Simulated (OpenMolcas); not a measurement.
# Mo⁵⁺ among point charges: CASSCF and CASPT2 levels and susceptibility

Aim: the splitting of the states of Mo⁵⁺ in the field of 6 point charges, its lowest levels with spin-orbit coupling and its magnetic susceptibility.

Program: OpenMolcas 26.06. Level of theory: state-averaged CASSCF and CASPT2, spin-orbit coupling by RASSI with atomic mean-field integrals. These are calculated values, not measurements, unless marked.

### 1 Starting point

| Item | Value |
| --- | --- |
| Species | Mo⁵⁺ (molybdenum, Z = 42, 37 electrons) |
| Basis | ANO-RCC-VDZP [6s5p3d1f], 43 functions |
| Scalar Hamiltonian | DKH2, point nucleus |
| Inactive shells | 1s 2s 2p 3s 3p 3d 4s 4p |
| Active space | 1 electron in 5 orbitals (4d) |
| Some configurations of this space | 4d |
| Orbitals | optimised for each spin and parity, averaged over all roots |

The outer shells:

4d
```
4d [↑ ][  ][  ][  ][  ]
```

The ion sits among 6 point charges of -1.5 e arranged as an octahedron (Oh), 2.06 Å from the ion.

The work runs as a chain of OpenMolcas steps in one folder; each step below is one input file. Labels, J, g values, rates, χT and fits are worked out afterwards by a script from the matrices that RASSI stores. The input lists half of the charges; inversion (Group=XYZ) makes the rest.

### 2 Basis and integrals

The input, a.inp:

```
&GATEWAY
Coord
1

Mo 0.0 0.0 0.0
Basis=ANO-RCC-VDZP
Group=XYZ
NoMove
AngMom=0.0 0.0 0.0
AMFI
XField
3 Angstrom 0
2.060000 0.000000 0.000000 -1.500000
0.000000 2.060000 0.000000 -1.500000
0.000000 0.000000 2.060000 -1.500000
&SEWARD
```

Launch:

```bash
OMP_NUM_THREADS=1 MOLCAS_MEM=1689 MOLCAS_PROJECT=a pymolcas a.inp > a.log
```

### 3 CASSCF: doublets of even parity, 5 roots

The input, a.inp:

```
&RASSCF
FileOrb=start.orb
Symmetry=1
Spin=2
nActEl=1 0 0
Inactive=9 9
Ras2=5 0
CIRoot=5 5 1
SDav=5
CIMx=300
Iter=120 100
PrWF=0.3
OrbListing=Nothing
MaxOrb=0
>>> COPY $Project.JobIph JOB001
```

start.orb holds the contracted functions of the basis, ordered by shell, or the orbitals of the step before.

### 4 RASSI: spin-orbit coupling between the states

The input, a.inp:

```
&RASSI
NrOfJobIphs=1 5
1 2 3 4 5
IphNames
JOB001
EJob
SpinOrbit
DIPRint=1.0
SOCoupling=1000.0
Subsets=2
Property=9
'ANGMOM' 1 'ANGMOM' 2 'ANGMOM' 3 'MLTPL  1' 1 'MLTPL  1' 2 'MLTPL  1' 3
'AMFI' 1 'AMFI' 2 'AMFI' 3
SOProperty=3
'ANGMOM' 1 'ANGMOM' 2 'ANGMOM' 3
```

### 5 CASPT2: IPEA 0.25, imaginary shift 0.1 (closed shells correlated: 4s 4p)

The input, a.inp:

```
>>> COPY JOB001 $Project.JobIph
&CASPT2
Multistate=5 1 2 3 4 5
NoMult
Frozen=8 6
IPEA=0.25
Imaginary=0.1
MaxIter=60
WThr=0.0 0.3 0.05
PrWF=0.5
NoMix
```

(Steps that only read results are left out.)

Q: Predict the outcome of this session. Wanted: spin-free ground state; first state of the same spin within the active space; lowest level; next level.

**Answer**, as computed:

| quantity | value |
| --- | --- |
| method | SS-CASPT2, IPEA 0.25, imaginary shift 0.1 (closed shells correlated: 4s 4p) |
| spin-free ground state | 2T2, 3-fold in its orbital part |
| first state of the same spin within the active space | 2E at 6160 cm⁻¹ |
| lowest level | 4-fold Γ8 |
| next level | 1730.5 cm⁻¹ |
| χT at 300 K | 0.14 cm³ K/mol |
| effective moment at 300 K | 1.06 μB |

Cost by method:

```csv
method,time of its own steps,time with the reference
A. CASSCF,1.4 s,1.4 s
"B. SS-CASPT2, IPEA 0.25, imaginary shift 0.1, +4s 4p",0.47 s,1.9 s
```

Times are of one thread on a shared host.

The spin-free ground state (2T2) comes to 100 % from free-ion D terms and keeps the highest spin of the shell. χT at 300 K is 0.14, against 0.38 cm³ K/mol for the spin alone, so orbital moment lowers it. A ligand-field fit to the states below 45000 cm-1 gives 10Dq = 6163 cm-1, the gap between the two states. CASPT2 does not keep the components of a term degenerate, and the means are used. The field of point charges can differ much from that of real complexes. Point charges carry no covalency, so the field is a model and not that of real ligands.
